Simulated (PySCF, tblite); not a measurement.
# alpha-fenchol (C10H18O): geometry, infrared bands, NMR shifts, spin-spin couplings and electronic excitations

Wanted: the infrared bands, NMR shifts, spin-spin couplings and electronic excitations of alpha-fenchol (C10H18O) (`CC1(C)[C@H]2CC[C@](C)(C2)[C@H]1O`), by calculation.

The runs use tblite 0.8.0 and PySCF 2.14.0, with density-fitted response routines of our own; the level of theory stands in each step. All values are computed, except where a source is named. Atoms are numbered from 0 throughout.

## (1) Starting geometry

29 atoms, charge 0, multiplicity 1; geometry from: force field or distance geometry start.

Bonds of the start (Å): C0–C1 1.49, C1–C2 1.51, C2–C3 1.53, C3–C4 1.52, C4–C5 1.52, C4–C6 1.51, C6–C7 1.49, C6–C8 1.52, C6–C9 1.52, C9–O10 1.38, C5–C1 1.53, C9–C1 1.50, C0–H11 1.12, C0–H12 1.10, C0–H13 1.10, C2–H14 1.12, C2–H15 1.10, C3–H16 1.08, C3–H17 1.13, C4–H18 1.09, C5–H19 1.10, C5–H20 1.10, C7–H21 1.10, C7–H22 1.12, C7–H23 1.14, C8–H24 1.11, C8–H25 1.10, C8–H26 1.11, C9–H27 1.12, O10–H28 0.99.

## (2) Geometry optimisation with GFN2-xTB

Job settings and geometry (Å):

```
{"job": {"kind": "relax", "xc": "GFN2-xTB", "basis": "xTB"}, "charge": 0, "multiplicity": 1}
C      2.210500     0.839500     1.337200
C      1.126200     0.304700     0.465200
C      1.537900     0.098700    -0.975900
C      0.674600    -1.045400    -1.503300
C     -0.274600    -1.260900    -0.341100
C      0.710000    -1.130500     0.807500
C     -1.128200    -0.045100    -0.055400
C     -1.880200     0.471000    -1.230200
C     -2.142700    -0.478900     0.990100
C     -0.206500     0.986500     0.573300
O     -0.260800     2.210400    -0.070500
H      1.749700     1.434100     2.166400
H      2.820300     1.554900     0.767300
H      2.869100     0.085700     1.785200
H      1.332800     1.012800    -1.588700
H      2.602800    -0.176800    -1.014600
H      0.196000    -0.832500    -2.451700
H      1.334700    -1.962700    -1.524000
H     -0.811300    -2.203900    -0.346900
H      1.542400    -1.837400     0.649600
H      0.223800    -1.203800     1.793500
H     -1.273700     0.693600    -2.115400
H     -2.376600     1.419500    -0.908800
H     -2.717200    -0.265600    -1.448100
H     -3.064000     0.125500     0.901400
H     -1.707200    -0.471400     1.997400
H     -2.382000    -1.540300     0.752500
H     -0.443800     1.099500     1.657800
H     -0.281700     2.147000    -1.058900
```

On the command line:

```bash
$ OMP_NUM_THREADS=1 python probes_run.py task.json out
```

One launch serves the whole session: the jobs run in the order shown.

**Question.** This job is followed by: GFN2-xTB harmonic vibrations, gas phase; PBE0-D3(BJ)/def2-SVP geometry optimisation, gas phase; GIAO PBE0/pcSseg-1 NMR shielding, non-relativistic, gas phase; B3LYP/pcJ-1 indirect spin-spin coupling, non-relativistic, gas phase; TDDFT CAM-B3LYP/def2-SVPD, vertical, gas phase, core orbitals frozen in the response; GIAO B3LYP/pcSseg-1 NMR shielding, non-relativistic, gas phase. Predict these results of the whole session: strongest single infrared mode (GFN2-xTB); zero-point energy (GFN2-xTB); point group; rotational constants (main isotopes); 13C shifts against TMS (PBE0/pcSseg-1); 1H shifts against TMS (PBE0/pcSseg-1, means over atoms taken as alike); 17O shifts against H2O (PBE0/pcSseg-1); largest coupling of the table (B3LYP/pcJ-1); lowest singlet (CAM-B3LYP/def2-SVPD); brightest single state of those computed; lowest triplet; range of the shift of O10.

The runs gave:

| quantity | value |
| --- | --- |
| strongest single infrared mode (GFN2-xTB) | 341 cm⁻¹, 112 km/mol |
| zero-point energy (GFN2-xTB) | 164.0 kcal/mol |
| point group | C1 |
| rotational constants (main isotopes) | 1.52, 1.11, 0.99 GHz |
| 13C shifts against TMS (PBE0/pcSseg-1) | 85.3, 49.3, 49.1, 42.5, 38.7, 31.6, 28.3, 26.6, 21.3, 20.9 ppm |
| 1H shifts against TMS (PBE0/pcSseg-1, means over atoms taken as alike) | 2.82, 1.59, 1.38, 1.38, 1.32, 1.10, 0.98, 0.96, 0.92, 0.91, 0.74, 0.35 ppm |
| 17O shifts against H2O (PBE0/pcSseg-1) | 25.2 ppm |
| largest coupling of the table (B3LYP/pcJ-1) | 1J(C,H) C9–H27, 151.8 Hz |
| lowest singlet (CAM-B3LYP/def2-SVPD) | 6.95 eV (178 nm), f = 0.002 |
| brightest single state of those computed | state 10, 8.74 eV, f = 0.033 |
| lowest triplet | 6.73 eV |
| range of the shift of O10 | 25.2 to 29.0 ppm |

In words: The optimisation took 95 steps and gained 0.921 eV; among the close pairs (by a distance rule), C1–C9 changed most, from 1.501 to 1.550 Å (GFN2-xTB). No mode is imaginary among the 81: a minimum at this level. The strongest single mode, at 341 cm⁻¹, moves mainly H28. GFN2-xTB is a fitted tight-binding method: band positions and strengths are rough. Its intensities can rank the bands wrongly. The optimisation took 7 steps and gained 0.294 eV; among the close pairs (by a distance rule), C0–H13 changed most, from 1.042 to 1.102 Å (PBE0/def2-SVP). C9 (sp3 CH bonded to O) lies farthest downfield among carbon, at 85.3 ppm; pulled downfield by the heteroatom. H27 (hydrogen on an sp3 CH bonded to O) lies farthest downfield among hydrogen, at 2.82 ppm; its carbon carries O, hence the downfield position. At PBE0/pcSseg-1: The widest tensor belongs to O10: span 84 ppm, with a paramagnetic part of -81 ppm. Couplings across rotatable bonds belong to this one conformer; where others are populated, the observed values are averages. The first singlet state (HOMO→LUMO 0.74, HOMO→LUMO+1 0.14) lies at 6.95 eV and is weak; of the 10 states computed, the strongest absorption comes from state 10 at 8.74 eV (the last computed, so partners may be missing). The lowest triplet lies 0.22 eV below the lowest singlet (triplets in Tamm-Dancoff, singlets in full TDDFT). Across the 2 runs the shift of O10 moves most, between 25.2 (PBE0/pcSseg-1) and 29.0 ppm (B3LYP/pcSseg-1).
